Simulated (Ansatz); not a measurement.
# Zn5O2: the cost of one run

Program: Ansatz 0.2.0. Level of theory: DFT PBE, scalar-relativistic, plane waves, PAW, unless a step names another level. These are calculated values, not measurements.

12 further runs of the same task are left out: 1 that didn't finish, 11 set aside as unsound or not needed.

**1. The formula and the candidates**

Pauling electronegativities: Zn 1.65, O 3.44 (spread 1.79). No set of common oxidation states balances it. Tabulated atomic sizes suggest about 12 Å³/atom. 28 candidates were drawn, by swapping species into database cells of other compounds, at random by space group and Wyckoff sites, or by hand, as the table says:

| name | made from | space group no. | Wyckoff sites | atoms (primitive cell) | V (Å³/atom) |
| --- | --- | --- | --- | --- | --- |
| c01 | random | 166 | Zn 9d, 6c; O 3a, 3b | 7 | 12.6 |
| c02 | random | 71 | Zn 8m, 2d; O 4g | 7 | 13.1 |
| c03 | random | 166 | Zn 9e, 6c; O 6c | 7 | 13.0 |
| c04 | random | 156 | Zn 1b, 3d, 1c; O 1a, 1c | 7 | 13.3 |
| c05 | random | 139 | Zn 4e, 4c, 2b; O 4d | 7 | 12.9 |
| c06 | database cell of Li5Sn2 | 166 | Zn 3b, 6c, 6c; O 6c | 7 | 14.9 |
| c07 | random | 38 | Zn 8f, 2a; O 4d | 7 | 15.2 |
| c08 | built by hand: close-packed Zn with ordered octahedral O layers | 166 | Zn 6c, 3a, 6c; O 6c | 7 | 12.4 |
| c09 | database cell of Ta2O5 | 47 | Zn 2q, 1h, 1b, 1e; O 1d, 1a | 7 | 14.8 |
| c10 | random | 216 | Zn 4a, 16e; O 4d, 4b | 7 | 13.2 |
| c11 | random | 71 | Zn 8k, 2c; O 4h | 7 | 13.5 |
| c12 | random | 191 | Zn 4h, 1b; O 2d | 7 | 14.3 |
| c13 | random | 47 | Zn 4v, 1h; O 2j | 7 | 15.3 |
| c14 | built by hand: graphitic ZnO bilayer plus Zn trilayer | 164 | Zn 2d, 2d, 1a; O 2d | 7 | 12.4 |
| c15 | built by hand: wurtzite ZnO slab plus hcp-like Zn layers | 156 | Zn 1b, 1a, 1c, 1c, 1b; O 1a, 1c | 7 | 12.4 |
| c16 | database cell of Ta2O5 | 10 | Zn 2n, 2m, 1c; O 2m | 7 | 16.0 |
| c17 | random | 191 | Zn 1a, 3f, 1b; O 2e | 7 | 16.0 |
| c18 | random | 99 | Zn 4d, 1b; O 1a, 1b | 7 | 12.7 |
| c19 | built by hand: rocksalt (001) ZnO bilayer intergrown with fcc-like Zn | 139 | Zn 4e, 4e, 2a; O 4e | 7 | 12.4 |
| c20 | random | 12 | Zn 2a, 2c, 4f, 2b; O 4h | 7 | 14.7 |
| c21 | random | 99 | Zn 4f, 1b; O 1a, 1a | 7 | 14.1 |
| c22 | random | 191 | Zn 2c, 3g; O 2d | 7 | 13.7 |
| c23 | database cell of Ga2Te5 | 87 | Zn 8h, 2a; O 4d | 7 | 14.2 |
| c24 | random | 191 | Zn 4h, 1a; O 2c | 7 | 12.6 |
| c25 | random | 191 | Zn 3g, 2e; O 2d | 7 | 15.8 |
| c26 | random | 216 | Zn 16e, 4a; O 4d, 4c | 7 | 13.5 |
| c27 | random | 216 | Zn 16e, 4c; O 4b, 4a | 7 | 13.8 |
| c28 | random | 123 | Zn 4i, 1c; O 2h | 7 | 16.1 |

**2. Screening run of c11**

File input.yaml:

```yaml
crystal:
  lattice:
    - [-2.50182898, 2.95147801, 3.20334536]
    - [2.50182898, -2.95147801, 3.20334536]
    - [2.50182898, 2.95147801, -3.20334536]
  atoms:
    - { symbol: Zn, position: [0.5, 0.5, 0.5] }
    - { symbol: Zn, position: [0.0, 0.5, 0.0] }
    - { symbol: Zn, position: [0.5, 0.0, 0.0] }
    - { symbol: Zn, position: [0.0, 0.0, 0.5] }
    - { symbol: Zn, position: [0.5, 0.5, 0.0] }
    - { symbol: O, position: [0.10180481, 0.5, 0.60180481] }
    - { symbol: O, position: [0.89819519, 0.5, 0.39819519] }
basis:
  ecutwfc: 420
kpoints:
  mp_grid: { grid: [4, 4, 4] }
hamiltonian:
  xc: pbe
scf:
  occupations: { method: gaussian, width: 0.2 }
  lower_state_search: "off"
output:
  forces: true
  stress: true
  eigenvalues: true
relax:
  adjacent_minimum: "off"
  f_tol: 0.08
  max_steps: 16
  cell: { stress_tol: 0.8 }
```

On the command line:

```
$ ansatz run input.yaml --threads 1 --pin off --max-ram 2560MiB --backend cpu --events-out ev --progress --plain --runs-dir out
```

**Question.** How long does this run take on 1 thread of Intel Xeon Platinum 8259CL at 2.50GHz (Skylake/Cascade Lake), shared host, and how much memory does it need?

About 84 s, with a peak of 0.48 GiB.
